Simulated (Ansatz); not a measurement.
**AsH+ (quartet): the correlation ladder at distance As1–H2 = 2.286 Å, cc-pVTZ**

How much of the correlation energy of AsH+ (quartet) does each wave-function method recover here?

Method: cc-pVTZ, core rule «outside noble gas», up to 14 orbitals frozen; program: Ansatz 0.2.0, Gaussian basis.

Plan: UHF; CCSD(T) on ROHF; CCSD(T) on UHF; BCCD(T) on ROHF; CISD; CCSDT(Q) on ROHF; CCSDT(Q) on UHF; CASSCF and MRCISD+Q, 5 electrons in 5 orbitals; CASSCF and NEVPT2, 5 electrons in 5 orbitals; Full CI.

26 further runs of the same task are left out: 1 for a mislabelled method, 21 that didn't finish, 4 set aside as unsound or not needed.

**1. What is computed**

The geometry derives from a PBE0/def2-TZVP stationary point (not a proven minimum). One bond is set to the value named and the two fragments are kept rigid. No spin-orbit coupling is included. The filled d shell of As may be among the frozen orbitals whatever the setting's name suggests; the logs give the count.

2 atoms, charge 1, spin multiplicity 4.

Atoms are counted from 1 here; the program's logs count them from 0.

No contacts short enough for the rule that draws bonds.

Coordinates:

```xyz
2
charge 1, multiplicity 4
As    0.0000    0.0000    0.0000
H     0.0000    0.0000    2.2860
```

**2. UHF**

File in.yaml:

```yaml
crystal:
  periodic: [false, false, false]
  atoms:
    - {symbol: As, position_ang: [0.000000, 0.000000, 0.000000]}
    - {symbol: H, position_ang: [0.000000, 0.000000, 2.286000]}
basis:
  gaussian: {orbitals: cc-pVTZ}
total_charge: 1
magnetization: {spin_polarized: true, initial_magnetization: 3}
hamiltonian: {xc: hf}
output: {orbitals: {seedname: orbitals}}
```

Launch:

```
ansatz run in.yaml --threads 1 --pin off --events-out ev --progress --plain --max-ram 2393MiB
```

After this run come: CCSD(T) on ROHF; CCSD(T) on UHF; BCCD(T) on ROHF; CISD; CCSDT(Q) on ROHF; CCSDT(Q) on UHF; CASSCF and MRCISD+Q, 5 electrons in 5 orbitals; CASSCF and NEVPT2, 5 electrons in 5 orbitals; Full CI.

**Question.** What will the summary of the whole plan be? Wanted: FCI below the RHF energy; RMP2 from FCI; UMP2 from FCI; RCCSD from FCI; RCCSD(T) from FCI; UCCSD(T) from FCI; RCCSDT(Q) from FCI; UCCSDT(Q) from FCI; NEVPT2 valence from FCI.

As calculated:

| quantity | value |
| --- | --- |
| FCI below the RHF energy | -2.2585 eV |
| RMP2 from FCI | +12.26 kcal/mol |
| UMP2 from FCI | +12.06 kcal/mol |
| RCCSD from FCI | +1.81 kcal/mol |
| RCCSD(T) from FCI | +0.39 kcal/mol |
| UCCSD(T) from FCI | +0.08 kcal/mol |
| RCCSDT(Q) from FCI | 0.00 kcal/mol |
| UCCSDT(Q) from FCI | -0.32 kcal/mol |
| NEVPT2 valence from FCI | +9.28 kcal/mol |
| MRCISD+Q valence from FCI | +0.15 kcal/mol |
| levels within 1 kcal/mol (43 meV) | RCCSD(T), UCCSD(T), BCCD(T), RCCSDT, UCCSDT, RCCSDT(Q), UCCSDT(Q), MRCISD+Q valence |
| T1 diagnostic | 0.026 |
| effectively unpaired electrons | 3.02 |

In words: RCCSD(T) misses by +0.39 kcal/mol, 0.8 % of the correlation energy. UCCSDT, UCCSDT(Q) fall below full CI: unrestricted runs freeze a spin-polarised core, another one than full CI's, and coupled cluster isn't variational. One determinant dominates. Of the multireference levels listed MRCISD+Q valence comes nearest in total energy (+0.15 kcal/mol), which doesn't show that its space is the better one. These misses are within one basis, not against nature; the frozen cores of restricted and unrestricted runs differ, which can shift their rows.
